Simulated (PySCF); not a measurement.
**Mo³⁷⁺: dipole response in even-tempered 19s12p6d5f4g**

How polarisable is Mo³⁷⁺ at the levels listed below?

Method: unrestricted determinants in a Gaussian basis, no spin-orbit coupling in the energies. Code: PySCF 2.14.0.

## 1. The atom as given

```
Element     : molybdenum (Z = 42)
Basis       : an even-tempered Gaussian basis (19 s from 13 bohr⁻², ratio 2.2; 12 p from 17 bohr⁻², ratio 2.2; 6 d from 68 bohr⁻², ratio 2.4; 5 f from 100 bohr⁻², ratio 2.4; 4 g from 150 bohr⁻², ratio 2.4)
Hamiltonian : the spin-free X2C one-electron Hamiltonian (Gaussian nucleus)
State 1     : Mo³⁷⁺: [He] 2s2 2p1, 2P determinant
Methods     : UHF, PBE0
```

The outer shells:

Mo37+ [He] 2s2 2p1
```
[He] core
2s [↑↓]
2p [↑ ][  ][  ]
```

The runs were made by one driver on top of PySCF. The scripts below sum up each run's settings (the driver also hands on starting orbitals that pick excited configurations, and frozen orbitals as a list rather than a count), and the logs come from the driver's own runs. The driver starts from symmetry-adapted Hartree-Fock orbitals, holds the occupation by maximum overlap and uses a logarithmic radial grid for functionals, so a plain start would take other cycles.

The integrals over 156 functions and the set-up took 1.4 s of CPU time.

## 2. Mo³⁷⁺: the ladder of methods

**UHF**

Input file input.py:

```python
from pyscf import gto, scf, dft, mp, cc
mol = gto.M(atom="Mo 0 0 0", charge=37, spin=1, symmetry="D2h",
            basis=gto.etbs([(0, 19, 13, 2.2), (1, 12, 17, 2.2), (2, 6, 68, 2.4), (3, 5, 100, 2.4), (4, 4, 150, 2.4)]),
            nucmod="G")
mf = scf.UHF(mol).sfx2c1e()
mf.irrep_nelec = {'Ag': (2, 2), 'B2u': (1, 0)}
mf.kernel()
```

The log of the run:

```text
damping factor = 0
level_shift factor = 0
DIIS = <class 'pyscf.scf.diis.CDIIS'>
diis_start_cycle = 1
diis_space = 10
diis_damp = 0
SCF conv_tol = 1e-09
SCF conv_tol_grad = None
number electrons alpha = 3  beta = 2
cycle= 1 E= -2385.2829942192  delta_E= -0.00434  |g|= 0.0332  |ddm|= 0.00484
cycle= 2 E= -2385.28300017822  delta_E= -5.96e-06  |g|= 0.00129  |ddm|= 0.000209
cycle= 3 E= -2385.28300018765  delta_E= -9.43e-09  |g|= 4.69e-06  |ddm|= 8.99e-06
cycle= 4 E= -2385.28300018765  delta_E= -9.09e-13  |g|= 3.65e-08  |ddm|= 2.84e-08
converged SCF energy = -2385.28300018765  <S^2> = 0.75005477  2S+1 = 2.0000548
```

It used 70 s of CPU time after the integrals (shared host).

Orbital energies by shell (radii are means over both spins):

| shell | electrons | mean orbital energy (eV) | spread (eV) | rms radius (bohr) |
| --- | --- | --- | --- | --- |
| 1s α | 1 | -23135.2 | 0 | 0.0401 |
| 1s β | 1 | -23117.7 | 0 | 0.0401 |
| 2s α | 1 | -5397.3 | 0 | 0.156 |
| 2s β | 1 | -5363.4 | 0 | 0.156 |
| 2p α | 1 | -5213.9 | 0 | 0.136 |

⟨S²⟩ = 0.750, ⟨L²⟩ = 2.00.

The driver then solved the coupled dipole response at imaginary frequencies: mean α = 0.002027 bohr³ (xx, yy, zz: 0.002296, 0.001489, 0.002296), C₆ = 3.052e-05 au for a like pair.

Spin-orbit coupling, absent here, splits the open shell strongly.

**PBE0**

input.py, as changed from the run before:

```diff
@@ -4,3 +4,3 @@
             nucmod="G")
-mf = scf.UHF(mol).sfx2c1e()
+mf = dft.UKS(mol, xc="PBE0").sfx2c1e()
 mf.irrep_nelec = {'Ag': (2, 2), 'B2u': (1, 0)}
```

The log of the run:

```text
damping factor = 0
level_shift factor = 0
DIIS = <class 'pyscf.scf.diis.CDIIS'>
diis_start_cycle = 1
diis_space = 10
diis_damp = 0
SCF conv_tol = 1e-09
SCF conv_tol_grad = None
number electrons alpha = 3  beta = 2
XC functionals = PBE0
    C. Adamo and V. Barone.,  J. Chem. Phys. 110, 6158 (1999)
    M. Ernzerhof and G. E. Scuseria.,  J. Chem. Phys. 110, 5029 (1999)
cycle= 1 E= -2385.34650052314  delta_E= -0.00466  |g|= 0.0162  |ddm|= 0.00723
cycle= 2 E= -2385.34650162371  delta_E= -1.1e-06  |g|= 0.000327  |ddm|= 9.25e-05
cycle= 3 E= -2385.34650162426  delta_E= -5.44e-10  |g|= 1.72e-06  |ddm|= 2.12e-06
converged SCF energy = -2385.34650162426  <S^2> = 0.75002844  2S+1 = 2.0000284
```

It used 78 s of CPU time after the integrals (shared host).

The driver then solved the coupled dipole response at imaginary frequencies: mean α = 0.001988 bohr³ (xx, yy, zz: 0.002259, 0.001447, 0.002259), C₆ = 2.961e-05 au for a like pair.

Radial density 4πr²ρ of Mo³⁷⁺ at UHF, without picture-change correction:

| r (bohr) | density | spin density |
| --- | --- | --- |
| 0.000495 | 0.346 | 0.000 |
| 0.000833 | 0.840 | 0.000 |
| 0.00140 | 2.01 | 0.000 |
| 0.00236 | 4.66 | 0.000 |
| 0.00396 | 10.3 | 0.002 |
| 0.00667 | 20.9 | 0.010 |
| 0.0112 | 36.6 | 0.060 |
| 0.0189 | 49.7 | 0.316 |
| 0.0317 | 43.8 | 1.386 |
| 0.0534 | 22.7 | 4.353 |
| 0.0898 | 20.7 | 7.705 |
| 0.151 | 18.9 | 5.149 |
| 0.254 | 2.96 | 0.665 |
| 0.427 | 0.0251 | 0.005 |

## 3. Polarisabilities and C₆

Mo³⁷⁺, in atomic units:

| method | mean α | C₆ (like pair) | S(−4) |
| --- | --- | --- | --- |
| UHF | 0.002027 | 3.052e-05 | 2.677e-05 |
| PBE0 | 0.001988 | 2.961e-05 | 2.586e-05 |

α(iu) at PBE0:

| u (hartree) | α(iu) (bohr³) |
| --- | --- |
| 0 | 0.001988 |
| 1.00 | 0.001963 |
| 2.00 | 0.001890 |
| 4.00 | 0.001650 |
| 6.00 | 0.001369 |
| 8.00 | 0.001115 |
| 10.0 | 0.0009088 |
| 15.0 | 0.0005801 |
| 20.0 | 0.0004113 |
| 30.0 | 0.0002613 |
| 50.0 | 0.0001659 |

## 4. Results

```
  quantity                                    value
α of Mo³⁷⁺  0.001988 (PBE0) to 0.002027 (UHF) bohr³
```

In words: A single London oscillator with the computed α and C₆ of Mo³⁷⁺ at UHF would have ω = 4 C₆ / (3 α²) = 9.90 hartree. All values hold for this basis alone; no basis-set limit was taken.
